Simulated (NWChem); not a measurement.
# One shape, several levels: AsH3 (arsine)

Aim: a comparison of 6 runs (HF/STO-3G, HF/pcseg-1, HF/def2-SVP, HF/cc-pVTZ, PBE0/def2-SVP, B3LYP/pcseg-2) of AsH3 (arsine). 

Program for the calculation: NWChem 7.3.0.

1 further run of the same task is left out (set aside as unsound or not needed).

## 1. The system as given

The species is AsH3 (4 atoms), meant as a singlet with charge 0. As SMILES, `[AsH3]`. The shape is that of a PBE0-D4/def2-TZVP optimisation.

Bond lengths: As1–H2 1.522 Å, As1–H3 1.522 Å, As1–H4 1.522 Å. Angles: H2–As1–H3 92.0°, H2–As1–H4 92.0°, H3–As1–H4 92.0°.

## 2. Energy and forces at HF/STO-3G (run 1)

run.py

```python
from ase import Atoms
from ase.calculators.nwchem import NWChem

mol = Atoms('AsHHH', positions=[
    [-0.215800, 0.487600, -0.346000],
    [0.349900, 0.630300, 1.059400],
    [-1.068000, -0.705500, 0.061100],
    [0.933900, -0.412500, -0.774500],
])

calc = NWChem(
    label='test',
    theory='scf',
    memory='2200 mb',
    basis='STO-3G',
    basispar='spherical bse',
    scf={'nopen': '0', 'rhf': None, 'thresh': '1e-08', 'maxiter': '80'},
)
mol.calc = calc

forces = mol.get_forces()
print(f"energy = {mol.get_potential_energy():.6f} eV")
print("forces (eV/A):")
for s, f in zip(mol.symbols, forces):
    print(f"{s:2s} {f[0]:10.5f} {f[1]:10.5f} {f[2]:10.5f}")
print("dipole (e A):", mol.get_dipole_moment().round(4))
```

Command:

```bash
$ export ASE_NWCHEM_COMMAND="nwchem PREFIX.nwi > PREFIX.nwo"
$ python run.py
```

Output:

```text
energy = -60164.591901 eV
forces (eV/A):
As    0.99867   -2.25522    1.60015
H    -0.59722   -0.00288   -1.43210
H     0.75215    1.26817   -0.48182
H    -1.15360    0.98993    0.31378
dipole (e A): [ 0.0595 -0.1346  0.0955]
```

The calculator wrote test.nwi:

```
title "test"

permanent_dir test

scratch_dir test

start test

geometry units angstrom nocenter noautosym noautoz
  As -2.1579999999999999e-01 4.8759999999999998e-01 -3.4599999999999997e-01
  H  3.4989999999999999e-01 6.3029999999999997e-01 1.0593999999999999e+00
  H  -1.0680000000000001e+00 -7.0550000000000002e-01 6.1100000000000002e-02
  H  9.3389999999999995e-01 -4.1249999999999998e-01 -7.7449999999999997e-01
end

memory 2200 mb

basis spherical bse noprint
   * library STO-3G
end

scf
  nopen 0
  rhf
  thresh 1e-08
  maxiter 80
end

task scf gradient
```

test.nwo:

```text
Northwest Computational Chemistry Package (NWChem) 7.3.0
             --------------------------------------------------------

           Job information
           ---------------

    nwchem branch   = 7.3.0
    use scalapack   = T
    input           = test.nwi
    prefix          = test.
    data base       = test/test.db
    status          = startup
    nproc           =        1

           Memory information
           ------------------

[... 5 lines left out ...]
    hardfail = no
[... 118 lines left out ...]
         Quadratically convergent ROHF
[... 13 lines left out ...]
       Final RHF  results
[... 4 lines left out ...]
      Two-electron energy =    924.617426371534
[... 30 lines left out ...]
                       ROHF Final Molecular Orbital Analysis
[... 150 lines left out ...]
                 ----------------------------------------
                 |  Time  |  1-e(secs)   |  2-e(secs)   |
                 ----------------------------------------
                 |  CPU   |       0.00   |       0.07   |
                 ----------------------------------------
                 |  WALL  |       0.00   |       0.07   |
                 ----------------------------------------

 Task  times  cpu:        0.6s     wall:        0.6s
 Total times  cpu:        0.6s     wall:        0.6s
```

Run time: 1.6 s. Hardware: 1 thread of Intel Xeon Platinum 8488C (Sapphire Rapids), shared host; peak memory 0.099 GiB.

## 3. Energy and forces at HF/pcseg-1 (run 2)

ash3.nw

```
start ash3
memory total 2200 mb

geometry noautosym nocenter noautoz
  As    -0.215800     0.487600    -0.346000
  H      0.349900     0.630300     1.059400
  H     -1.068000    -0.705500     0.061100
  H      0.933900    -0.412500    -0.774500
end

basis "ao basis" spherical bse
  As library pcseg-1
  H library pcseg-1
end

scf
  thresh 1e-08
  maxiter 80
end

task scf gradient
```

Command:

```bash
$ nwchem ash3.nw > ash3.out
```

Output:

```text
[...]
  functions       =    42
[...]
  wavefunction    = RHF
[...]
         Total SCF energy =  -2235.636318058343
      One-electron energy =  -3186.126843571266
      Two-electron energy =    915.337345030068
 Nuclear repulsion energy =     35.153180482855
        Time for solution =      6.5s
[...]
                         RHF ENERGY GRADIENTS
    atom               coordinates                        gradient
                 x          y          z           x          y          z
   1 As     -0.407803   0.921430  -0.653845   -0.004848   0.010930  -0.007754
   2 H       0.661215   1.191094   2.001976    0.001888  -0.002855   0.003527
   3 H      -2.018227  -1.333202   0.115462    0.000481  -0.004178   0.002531
   4 H       1.764815  -0.779512  -1.463593    0.002479  -0.003897   0.001696
[...]
```

Run time: 8.1 s. Hardware: 1 thread of Intel Xeon Platinum 8488C (Sapphire Rapids), shared host; peak memory 0.097 GiB.

Run 3 isn't shown in full; the table further down has it.

## 4. Energy and forces at HF/cc-pVTZ (run 4)

work.nw

```
start work
memory stack 880 mb heap 220 mb global 1100 mb
geometry noautosym nocenter noautoz
  As      -0.215800       0.487600      -0.346000
  H        0.349900       0.630300       1.059400
  H       -1.068000      -0.705500       0.061100
  H        0.933900      -0.412500      -0.774500
end
basis spherical bse
  * library cc-pVTZ
end
scf
  thresh 1e-08
  maxiter 80
  noprint "final vectors analysis"
end
task scf gradient
```

Command:

```bash
$ nwchem work.nw > work.out
```

Output:

```text
[...]
  functions       =    85
[...]
  wavefunction    = RHF
[...]
         Total SCF energy =  -2235.973385616117
      One-electron energy =  -3186.956145247983
      Two-electron energy =    915.829579149010
 Nuclear repulsion energy =     35.153180482855
        Time for solution =    108.1s
[...]
                         RHF ENERGY GRADIENTS
    atom               coordinates                        gradient
                 x          y          z           x          y          z
   1 As     -0.407803   0.921430  -0.653845   -0.004884   0.011011  -0.007811
   2 H       0.661215   1.191094   2.001976    0.001877  -0.002947   0.003468
   3 H      -2.018227  -1.333202   0.115462    0.000587  -0.004160   0.002555
   4 H       1.764815  -0.779512  -1.463593    0.002420  -0.003903   0.001788
[...]
```

Run time: 2.2 min. Hardware: 1 thread of Intel Xeon Platinum 8488C (Sapphire Rapids), shared host; peak memory 0.12 GiB.

Run 5 isn't shown in full; the table further down has it.

## 5. Energy and gradient at B3LYP/pcseg-2 (run 6)

sp.xyz

```xyz
4
AsH3 gradient
As    -0.215800     0.487600    -0.346000
H      0.349900     0.630300     1.059400
H     -1.068000    -0.705500     0.061100
H      0.933900    -0.412500    -0.774500
```

run.py

```python
from ase.io import read
from ase.calculators.nwchem import NWChem

system = read('sp.xyz')

calc = NWChem(
    label='sp',
    theory='dft',
    memory='2200 mb',
    basis='pcseg-2',
    basispar='spherical bse',
    dft={'xc': 'b3lyp', 'mult': '1', 'grid': 'xfine', 'convergence': 'energy 1e-08', 'iterations': '100', 'mulliken': None},
)
system.calc = calc

forces = system.get_forces()
e = system.get_potential_energy()
print(f"E = {e:.6f} eV")
print("forces (eV/A):")
for s, f in zip(system.symbols, forces):
    print(f"{s:2s} {f[0]:10.5f} {f[1]:10.5f} {f[2]:10.5f}")
print("dipole (e A):", system.get_dipole_moment().round(4))
```

Command:

```bash
$ export ASE_NWCHEM_COMMAND="nwchem PREFIX.nwi > PREFIX.nwo"
$ python run.py
```

Output:

```text
E = -60892.486420 eV
forces (eV/A):
As   -0.01944    0.04515   -0.03214
H     0.01897    0.02000    0.05230
H    -0.04386   -0.03934    0.00828
H     0.04433   -0.02581   -0.02849
dipole (e A): [ 0.0185 -0.0419  0.0297]
```

The calculator wrote sp.nwi:

```
title "sp"

permanent_dir sp

scratch_dir sp

start sp

geometry units angstrom nocenter noautosym noautoz
  As -2.1579999999999999e-01 4.8759999999999998e-01 -3.4599999999999997e-01
  H  3.4989999999999999e-01 6.3029999999999997e-01 1.0593999999999999e+00
  H  -1.0680000000000001e+00 -7.0550000000000002e-01 6.1100000000000002e-02
  H  9.3389999999999995e-01 -4.1249999999999998e-01 -7.7449999999999997e-01
end

memory 2200 mb

basis spherical bse noprint
   * library pcseg-2
end

dft
  xc b3lyp
  mult 1
  grid xfine
  convergence energy 1e-08
  iterations 100
  mulliken
end

task dft gradient
```

sp.nwo:

```text
Northwest Computational Chemistry Package (NWChem) 7.3.0
             --------------------------------------------------------

           Job information
           ---------------

    nwchem branch   = 7.3.0
    use scalapack   = T
    input           = sp.nwi
    prefix          = sp.
    data base       = sp/sp.db
    status          = startup
    nproc           =        1

           Memory information
           ------------------

[... 5 lines left out ...]
    hardfail = no
[... 89 lines left out ...]
  convergence criterion.
[... 41 lines left out ...]
          Spatial weights used:  Erf1
[... 32 lines left out ...]
 1-e energy   =   -3186.782435
[... 44 lines left out ...]
           Coulomb energy =      998.517084057186
[... 685 lines left out ...]
          Convergence on density requested:  1.00D-05
[... 27 lines left out ...]
          total energy or number of iterations.
[... 35 lines left out ...]
                 ----------------------------------------
                 |  Time  |  1-e(secs)   |  2-e(secs)   |
                 ----------------------------------------
                 |  CPU   |       0.01   |       3.48   |
                 ----------------------------------------
                 |  WALL  |       0.01   |       3.48   |
                 ----------------------------------------

 Task  times  cpu:       27.8s     wall:       27.8s
 Total times  cpu:       27.8s     wall:       27.8s
```

It took 29 s on 1 thread of Intel Xeon Platinum 8488C (Sapphire Rapids), shared host; peak memory 0.14 GiB.

## 6. All runs side by side

| run | level | iteration cap | module | energy (Eh) | dipole moment (D) | largest force (eV/Å) | wall time |
| --- | --- | --- | --- | --- | --- | --- | --- |
| 1 | HF/STO-3G | 80 | scf | -2211.007989 | 0.84 | 2.940 | 1.6 s |
| 2 | HF/pcseg-1 | 80 | scf | -2235.636318 | 0.49 | 0.733 | 8.1 s |
| 3 | HF/def2-SVP | 80 | scf | -2235.650911 | 0.42 | 0.735 | 4.8 s |
| 4 | HF/cc-pVTZ | 80 | scf | -2235.973386 | 0.35 | 0.738 | 2.2 min |
| 5 | PBE0/def2-SVP | 100 | dft | -2237.107385 | 0.51 | 0.086 | 7.2 s |
| 6 | B3LYP/pcseg-2 | 100 | dft | -2237.757620 | 0.26 | 0.059 | 29 s |

## 7. What came out

```
                       quantity           value
            run 6: total energy  -2237.75762 Eh
           run 6: dipole moment          0.26 D
             run 6: HOMO energy        -7.67 eV
             run 6: LUMO energy         0.18 eV
           run 6: HOMO–LUMO gap         7.85 eV
run 6: largest force on an atom      0.059 eV/Å
```

The dipole moment (its size) runs from 0.26 D (B3LYP/pcseg-2) to 0.84 D (HF/STO-3G). The two ends differ in method and basis. Over runs 1, 2, 6 the HOMO–LUMO gap runs from 7.85 eV (B3LYP/pcseg-2) to 19.01 eV (HF/STO-3G). Totals of different functionals can't be ranked against each other. In run 1 the basis is minimal, so the values are rough. All runs together took 3.1 min, the longest 2.2 min.
